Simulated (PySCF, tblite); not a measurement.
**CH₁₁NSSi₄: geometry, infrared bands and NMR shifts**

What infrared bands and NMR shifts should CH₁₁NSSi₄ (`N[SiH2][Si@@]1([SiH3])[SiH2]CS1`) show?

Computed with tblite 0.8.0 and PySCF 2.14.0, with density-fitted response routines of our own, on a single molecule in the gas phase. Atoms count from 0, in the outputs and in this text.

### 1 Starting geometry

18 atoms, charge 0, multiplicity 1; geometry from: force field or distance geometry start.

Bonds of the start (Å): N0–Si1 1.79, Si1–Si2 2.21, Si2–Si3 2.22, Si2–Si4 2.20, Si4–C5 1.88, C5–S6 1.80, S6–Si2 2.16, N0–H7 1.04, N0–H8 1.04, Si1–H9 1.45, Si1–H10 1.46, Si3–H11 1.47, Si3–H12 1.47, Si3–H13 1.47, Si4–H14 1.45, Si4–H15 1.49, C5–H16 1.11, C5–H17 1.11.

### 2 Optimising the geometry with GFN2-xTB

Job settings and geometry (Å):

```
{"job": {"kind": "relax", "xc": "GFN2-xTB", "basis": "xTB"}, "charge": 0, "multiplicity": 1}
N     -3.177000    -0.309800    -0.091200
Si    -1.742300    -0.899800    -0.979700
Si     0.046900     0.115200    -0.167200
Si    -0.313400     1.835300     1.189700
Si     1.790900    -1.113500     0.360500
C      2.794100     0.145500    -0.608000
S      1.453800     0.611500    -1.723300
H     -2.992300    -0.443500     0.927200
H     -4.017600    -0.835500    -0.395100
H     -1.907700    -0.508100    -2.368500
H     -1.691300    -2.360900    -0.933800
H      0.534500     1.688300     2.382200
H     -1.735600     1.846700     1.563600
H      0.089300     3.051900     0.464200
H      1.889000    -2.413100    -0.284000
H      2.199000    -1.074000     1.788300
H      3.638200    -0.345200    -1.131000
H      3.132600     1.015500    -0.005500
```

On the command line:

```console
OMP_NUM_THREADS=1 python probes_run.py task.json out
```

The driver reads the jobs from task.json and runs them one after another.

**Question.** This job is followed by: GFN2-xTB harmonic vibrations, gas phase; GIAO PBE0/pcSseg-1 NMR shielding, non-relativistic, gas phase. What will the session give for the following? strongest single infrared mode (GFN2-xTB); zero-point energy (GFN2-xTB); 13C shifts against TMS (PBE0/pcSseg-1); 1H shifts against TMS (PBE0/pcSseg-1, means over atoms taken as alike); 15N shifts against NH3 (PBE0/pcSseg-1); 29Si shifts against TMS (PBE0/pcSseg-1); 33S shifts against CS2 (PBE0/pcSseg-1).

As calculated:

```
                                                              quantity                                                value
                             strongest single infrared mode (GFN2-xTB)                                 755 cm⁻¹, 778 km/mol
                                          zero-point energy (GFN2-xTB)                                        69.6 kcal/mol
                                13C shifts against TMS (PBE0/pcSseg-1)                                             15.1 ppm
1H shifts against TMS (PBE0/pcSseg-1, means over atoms taken as alike)  5.60, 5.11, 5.09, 5.03, 3.88, 2.81, 2.59, -0.40 ppm
                                15N shifts against NH3 (PBE0/pcSseg-1)                                              2.9 ppm
                               29Si shifts against TMS (PBE0/pcSseg-1)                      -23.0, -44.2, -45.8, -105.3 ppm
                                33S shifts against CS2 (PBE0/pcSseg-1)                                             -191 ppm
```

In words: Over 166 steps the energy fell by 0.955 eV; of the close pairs, Si2–Si4 changed most, 2.198 to 2.362 Å. All 48 modes are real, so the xTB geometry is a minimum. The strongest single mode, at 755 cm⁻¹, has its largest shares on H13, H12 and H11 (the list is cut at 3 atoms). GFN2-xTB is a fitted tight-binding method: band positions and strengths are rough. Its intensities can rank the bands wrongly. At PBE0/pcSseg-1: The largest span, 528 ppm, is at S6, where the paramagnetic term is -365 ppm.
